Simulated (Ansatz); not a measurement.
# In3S4: the cost of one run

Computed with Ansatz 0.2.0 (DFT, PBE, plane-wave PAW, default files, scalar-relativistic, as far as a step names no other, unless a step's input says otherwise).

## Step 1: Starting point

Symmetry: Fd-3m, No. 227, cubic system. The conventional cell has a = 10.724 Å, b = 10.724 Å, c = 10.724 Å, α = 90.00°, β = 90.00°, γ = 90.00°. In (site symmetry -43m) has 4 S at 2.53 Å as nearest neighbours. In (site symmetry -3m) has 6 S at 2.57 Å as nearest neighbours. S (site symmetry 3m) has 4 In at 2.53 to 2.57 Å as nearest neighbours.

As a file:

```
CELL_PARAMETERS angstrom
0.00000 5.36200 5.36200
5.36200 0.00000 5.36200
5.36200 5.36200 0.00000
ATOMIC_POSITIONS crystal
In 0.50000 0.50000 0.50000
In 0.75000 0.75000 0.75000
In 0.12500 0.12500 0.12500
In 0.62500 0.12500 0.12500
In 0.12500 0.12500 0.62500
In 0.12500 0.62500 0.12500
S 0.88600 0.88600 0.88600
S 0.90800 0.36400 0.36400
S 0.88600 0.88600 0.34200
S 0.36400 0.90800 0.36400
S 0.34200 0.88600 0.88600
S 0.36400 0.36400 0.36400
S 0.88600 0.34200 0.88600
S 0.36400 0.36400 0.90800
```

## Step 2: Gradients at the starting positions

input.yaml

```yaml
crystal:
  lattice:
    - [0.0, 5.362, 5.362]
    - [5.362, 0.0, 5.362]
    - [5.362, 5.362, 0.0]
  atoms:
    - { symbol: In, position: [0.5, 0.5, 0.5] }
    - { symbol: In, position: [0.75, 0.75, 0.75] }
    - { symbol: In, position: [0.125, 0.125, 0.125] }
    - { symbol: In, position: [0.625, 0.125, 0.125] }
    - { symbol: In, position: [0.125, 0.125, 0.625] }
    - { symbol: In, position: [0.125, 0.625, 0.125] }
    - { symbol: S, position: [0.886, 0.886, 0.886] }
    - { symbol: S, position: [0.908, 0.364, 0.364] }
    - { symbol: S, position: [0.886, 0.886, 0.342] }
    - { symbol: S, position: [0.364, 0.908, 0.364] }
    - { symbol: S, position: [0.342, 0.886, 0.886] }
    - { symbol: S, position: [0.364, 0.364, 0.364] }
    - { symbol: S, position: [0.886, 0.342, 0.886] }
    - { symbol: S, position: [0.364, 0.364, 0.908] }
kpoints:
  mp_grid: { grid: [5, 5, 5] }
scf:
  occupations: { method: fermi_dirac, width: 0.05 }
hamiltonian:
  xc: pbe
  pseudopotentials: { kind: paw }
output:
  forces: true
  stress: true
  populations: true
  efg:
    quadrupole_moments_barn: { In: 0.772, S: -0.0694 }
    contact_densities: true
  write_density: true
  write_potential: true
  elf: true
  volumetric_format: npy
```

On the command line:

```bash
$ ansatz run input.yaml --threads 1 --pin off --max-ram 2560MiB --backend cpu --events-out ev --progress --plain --runs-dir out
```

Q: Estimate wall time and peak memory on 1 thread of Arm Neoverse V1, shared host.

About 29 s, with a peak of 0.67 GiB.
